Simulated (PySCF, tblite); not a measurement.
# C7H10Cl radical: geometry, infrared bands and EPR parameters

What infrared bands and EPR parameters should C7H10Cl radical (`Cl[C@@H]1C[C@@]12C[CH]CC2`) show?

Computed with tblite 0.8.0 and PySCF 2.14.0, with density-fitted response routines of our own, on a single molecule in the gas phase. Atoms count from 0, in the outputs and in this text.

## 1. The molecule as given

18 atoms, charge 0, multiplicity 2; geometry from: force field or distance geometry start.

Bonds of the start (Å): Cl0–C1 1.78, C1–C2 1.53, C2–C3 1.49, C3–C4 1.50, C4–C5 1.52, C5–C6 1.53, C6–C7 1.52, C3–C1 1.47, C7–C3 1.49, C1–H8 1.11, C2–H9 1.12, C2–H10 1.10, C4–H11 1.12, C4–H12 1.10, C5–H13 1.11, C6–H14 1.12, C6–H15 1.11, C7–H16 1.11, C7–H17 1.09.

## 2. Optimising the geometry with GFN2-xTB

Job settings and geometry (Å):

```
{"job": {"kind": "relax", "xc": "GFN2-xTB", "basis": "xTB"}, "charge": 0, "multiplicity": 2}
Cl    -1.368600     0.615800    -2.776800
C     -1.689900     0.139700    -1.091000
C     -1.289600     1.114400     0.024900
C     -0.472500    -0.086600    -0.290800
C     -0.268300    -1.197000     0.695200
C      0.832000    -0.595500     1.551500
C      1.643300     0.277300     0.589600
C      0.919500     0.206500    -0.742300
H     -2.652800    -0.357100    -0.851900
H     -0.897200     2.094100    -0.341400
H     -1.921200     1.167200     0.928200
H      0.217200    -2.063200     0.172100
H     -1.144700    -1.511000     1.274700
H      1.479800    -1.397000     1.954200
H      1.694900     1.340200     0.952700
H      2.651300    -0.190900     0.546100
H      1.277300    -0.684700    -1.291200
H      0.981000     1.134100    -1.315600
```

On the command line:

```
$ OMP_NUM_THREADS=1 python probes_run.py task.json out
```

One launch serves the whole session: the jobs run in the order shown.

**Question.** This job is followed by: GFN2-xTB harmonic vibrations, gas phase; UKS B3LYP, pcH-1 on C Cl H, non-relativistic, mean-field spin-orbit, GIAO. What will the session give for the following? strongest single infrared mode (GFN2-xTB); zero-point energy (GFN2-xTB); g(iso) (B3LYP); ⟨S²⟩; largest a(iso); potential on the surface of density 0.002 e/bohr³, 1st and 99th percentile.

As calculated:

| quantity | value |
| --- | --- |
| strongest single infrared mode (GFN2-xTB) | 3153 cm⁻¹, 51 km/mol |
| zero-point energy (GFN2-xTB) | 92.4 kcal/mol |
| g(iso) (B3LYP) | 2.00266 |
| ⟨S²⟩ | 0.754 (exact 0.75) |
| largest a(iso) | 1H on H14, 145.3 MHz |
| potential on the surface of density 0.002 e/bohr³, 1st and 99th percentile | -0.76 V and 0.93 V |

Over 86 steps the energy fell by 0.917 eV; of the close pairs, C5–C6 changed most, 1.531 to 1.479 Å. All 48 modes are real, so the xTB geometry is a minimum. The strongest single mode, at 3153 cm⁻¹, moves mainly H13. Unscaled tight-binding wavenumbers are off by several per cent, some by more. Its intensities can rank the bands wrongly. Most of the unpaired spin sits on C5 (1.02 e). The isotropic g lies 0.3 ppt above the free-electron value. The conformer search found further structures of the same energy, which may be mirror or relabelled copies of this one.
